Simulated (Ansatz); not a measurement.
# revPBE/cc-pVDZ run of Al2H4Se (SMILES [AlH2][AlH][SeH])

What is the electronic atomisation energy of Al2H4Se at revPBE/cc-pVDZ? 

Program for the calculation: Ansatz 0.2.0.

51 further runs of the same task are left out: 51 set aside as unsound or not needed. Runs told in other sessions of the task aren't counted.

### 1 The system as given

Al2H4Se: 7 atoms, total charge 0, spin state singlet. SMILES: `[AlH2][AlH][SeH]`. The coordinates come from a PBE0-D4/def2-TZVP relaxation. This is one conformer, not always the lowest.

Bond lengths: Al1–Al2 2.584 Å, Al2–Se3 2.331 Å, Al1–H4 1.593 Å, Al1–H5 1.593 Å, Al2–H6 1.591 Å, Se3–H7 1.469 Å. Angles: Al1–Al2–Se3 117.0°, Al1–Al2–H6 127.9°, Se3–Al2–H6 115.1°, Al2–Al1–H4 121.5°, Al2–Al1–H5 121.4°, Al2–Se3–H7 93.6°, H4–Al1–H5 117.1°.

### 2 A single-point energy at revPBE/cc-pVDZ

Input file molecule.yaml:

```yaml
crystal:
  periodic: [false, false, false]
  atoms:
    - {symbol: Al, position_ang: [-1.578100, 0.539600, -0.900300]}
    - {symbol: Al, position_ang: [0.683400, 0.231600, 0.310300]}
    - {symbol: Se, position_ang: [1.280700, -1.943000, 0.899300]}
    - {symbol: H, position_ang: [-1.688000, 0.476100, -2.487900]}
    - {symbol: H, position_ang: [-2.924300, 0.803000, -0.090900]}
    - {symbol: H, position_ang: [1.737000, 1.353100, 0.713600]}
    - {symbol: H, position_ang: [2.550600, -1.528300, 1.510400]}
basis:
  gaussian: {orbitals: cc-pVDZ}
hamiltonian: {xc: {name: revPBE}}
accuracy: high
output: {orbitals: {seedname: orbitals}}
```

Launch:

```console
$ ansatz run molecule.yaml --threads 1 --pin off --max-ram 2610MiB --events-out events.jsonl --progress --plain --runs-dir runs
```

Log:

```text
Warning: RAYON_NUM_THREADS=1 ignored (pool sized by the plan → 1); use --threads N
Functional definition: revPBE
  name "revPBE"
  parameter kappa = 1.245
  parameter beta = 0.06672455060314922
  exchange = pbe_x(kappa = kappa, mu = beta*pi^2/3)
  correlation = pbe_c(beta = beta)
1807 factors; integrals over basis functions are off by at most 4.8e-9 eV
mean field evaluation 1: about -78598.3255 eV, gradient 1.8e1 eV
mean field evaluation 2: about -78598.5623 eV, gradient 1.7e1 eV
mean field evaluation 4: about -78599.7647 eV, gradient 1.4e0 eV
mean field evaluation 8: about -78599.7667 eV, gradient 2.0e-2 eV
mean field evaluation 16: about -78599.7667 eV, gradient 1.6e-6 eV
mean field -78599.76673432 eV, -2888.4881506507 hartree, gradient 1.9e-8 eV, S^2 0.000000; 0 other end points of the search recorded, 0 dependent functions left out
reference -78599.76673942 eV, -2888.4881508381 hartree; 32, 32 occupied and 51, 51 virtual orbitals, 1807 factors
Total energy: -78599.76673942 eV, -2888.4881508381 hartree
```

Run time: 7.8 s. Hardware: 1 thread of Arm Neoverse V2, shared host; peak memory 0.21 GiB.

### 3 The Al atom, same level

Input file job.yaml:

```yaml
crystal:
  periodic: [false, false, false]
  atoms:
    - symbol: Al
      position_ang: [0.000000, 0.000000, 0.000000]
basis:
  gaussian:
    orbitals: cc-pVDZ
magnetization:
  spin_polarized: true
  initial_magnetization: 1
hamiltonian:
  xc: {name: revPBE}
accuracy: high
```

Run the same way, it converges to -242.31010 Eh (log not shown).

### 4 The H atom

Input file run.yaml:

```yaml
crystal:
  periodic: [false, false, false]
  atoms:
    - symbol: H
      position_ang: [0.000000, 0.000000, 0.000000]
basis:
  gaussian:
    orbitals: cc-pVDZ
total_charge: 0
magnetization:
  spin_polarized: true
  initial_magnetization: 1
hamiltonian:
  xc: {name: revPBE}
accuracy: high
```

Run the same way, it converges to -0.50319 Eh (log not shown).

### 5 The Se atom

Input file input.yaml:

```yaml
crystal:
  periodic: [false, false, false]
  atoms:
    - symbol: Se
      position_ang: [0.000000, 0.000000, 0.000000]
basis:
  gaussian:
    orbitals: cc-pVDZ
accuracy: high
hamiltonian:
  xc: {name: revPBE}
magnetization:
  spin_polarized: true
  initial_magnetization: 2
```

Run the same way, it converges to -2401.26354 Eh (log not shown).

### 6 Results

Level: revPBE/cc-pVDZ.

```
                     quantity           value
       molecule: total energy  -2888.48815 Eh
        molecule: HOMO energy        -6.03 eV
        molecule: LUMO energy        -2.90 eV
      molecule: HOMO–LUMO gap         3.13 eV
        Al atom: total energy   -242.31010 Eh
                Al atom: ⟨S²⟩           0.755
         H atom: total energy     -0.50319 Eh
                 H atom: ⟨S²⟩           0.750
        Se atom: total energy  -2401.26354 Eh
                Se atom: ⟨S²⟩           2.002
electronic atomisation energy       16.100 eV
```

Taking the molecule apart into free atoms costs 16.10 eV (1553 kJ/mol), before zero-point energy and without spin-orbit coupling.
